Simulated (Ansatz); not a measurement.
**TeH₄N+ (SMILES [NH3+][TeH]): single points off equilibrium**

The atoms stand at a structure displaced at random from a GFN2-xTB minimum. How far do the functionals agree with one another there?

Computed with Ansatz 0.2.0, Gaussian basis. Level: single points in def2-TZVPP.

Filled d shells of heavy p-block atoms are frozen too. Core potentials replace the inner electrons past krypton, and spin-orbit coupling is left out.

1 further run of the same task is left out (set aside as unsound or not needed).

**1. Starting geometry**

6 atoms, charge 1, spin multiplicity 1.

Atoms are counted from 1 here; the program's logs count them from 0.

Bond lengths: N1–Te2 2.188 Å, N1–H3 1.070 Å, N1–H5 1.059 Å, Te2–H6 1.875 Å. Angles: Te2–N1–H3 115.4°, Te2–N1–H5 103.3°, H3–N1–H5 109.9°, N1–Te2–H6 81.8°.

Coordinates:

```tsv
atom	x (Å)	y (Å)	z (Å)
N1	0.1568	-0.3988	-0.3859
Te2	0.3618	0.3224	1.6695
H3	0.6258	0.2073	-1.1333
H4	-1.1354	-0.6183	-0.8195
H5	0.6143	-1.3536	-0.3563
H6	-0.5456	1.8006	0.9568
```

**2. PBE0-D4/def2-TZVPP**

Input file run/in.yaml:

```yaml
crystal:
  periodic: [false, false, false]
  atoms:
    - {symbol: N, position_ang: [0.156800, -0.398800, -0.385900]}
    - {symbol: Te, position_ang: [0.361800, 0.322400, 1.669500]}
    - {symbol: H, position_ang: [0.625800, 0.207300, -1.133300]}
    - {symbol: H, position_ang: [-1.135400, -0.618300, -0.819500]}
    - {symbol: H, position_ang: [0.614300, -1.353600, -0.356300]}
    - {symbol: H, position_ang: [-0.545600, 1.800600, 0.956800]}
basis:
  gaussian: {orbitals: def2-TZVPP}
total_charge: 1
hamiltonian: {xc: pbe0, dispersion: d4}
output: {forces: true, orbitals: {seedname: orbitals}}
```

No record of the launch command was kept for these runs.

**3. wB97M-V/def2-TZVPP**

run/in.yaml, as its differences from that of step 2:

```diff
@@ -12,3 +12,3 @@
 total_charge: 1
-hamiltonian: {xc: pbe0, dispersion: d4}
-output: {forces: true, orbitals: {seedname: orbitals}}
+hamiltonian: {xc: {name: wB97M-V}}
+output: {forces: true}
```

**4. r2SCAN-D4/def2-TZVPP**

run/in.yaml, as its differences from that of step 3:

```diff
@@ -12,3 +12,3 @@
 total_charge: 1
-hamiltonian: {xc: {name: wB97M-V}}
+hamiltonian: {xc: r2scan, dispersion: d4}
 output: {forces: true}
```

**5. PBE-D4/def2-TZVPP**

run/in.yaml, as its differences from that of step 4:

```diff
@@ -12,3 +12,3 @@
 total_charge: 1
-hamiltonian: {xc: r2scan, dispersion: d4}
+hamiltonian: {xc: pbe, dispersion: d4}
 output: {forces: true}
```

**6. wB97X-V/def2-TZVPP**

run/in.yaml, as its differences from that of step 5:

```diff
@@ -12,3 +12,3 @@
 total_charge: 1
-hamiltonian: {xc: pbe, dispersion: d4}
+hamiltonian: {xc: {name: wB97X-V}}
 output: {forces: true}
```

**7. revPBE-D4/def2-TZVPP**

run/in.yaml, as its differences from that of step 6:

```diff
@@ -12,3 +12,3 @@
 total_charge: 1
-hamiltonian: {xc: {name: wB97X-V}}
+hamiltonian: {xc: {name: revPBE}, dispersion: d4}
 output: {forces: true}
```

(Steps that only read results are left out.)

Q: Predict the outcome of this session. Wanted: RMS force component; HOMO and LUMO, PBE0-D4.

As calculated:

| quantity | value |
| --- | --- |
| RMS force component | 1.717 to 2.015 eV/Å over the methods |
| HOMO and LUMO, PBE0-D4 | -11.88 and -8.22 eV |

In words: No sound CCSD(T) forces are at hand. Among the functionals the RMS force differs by up to 17 %.
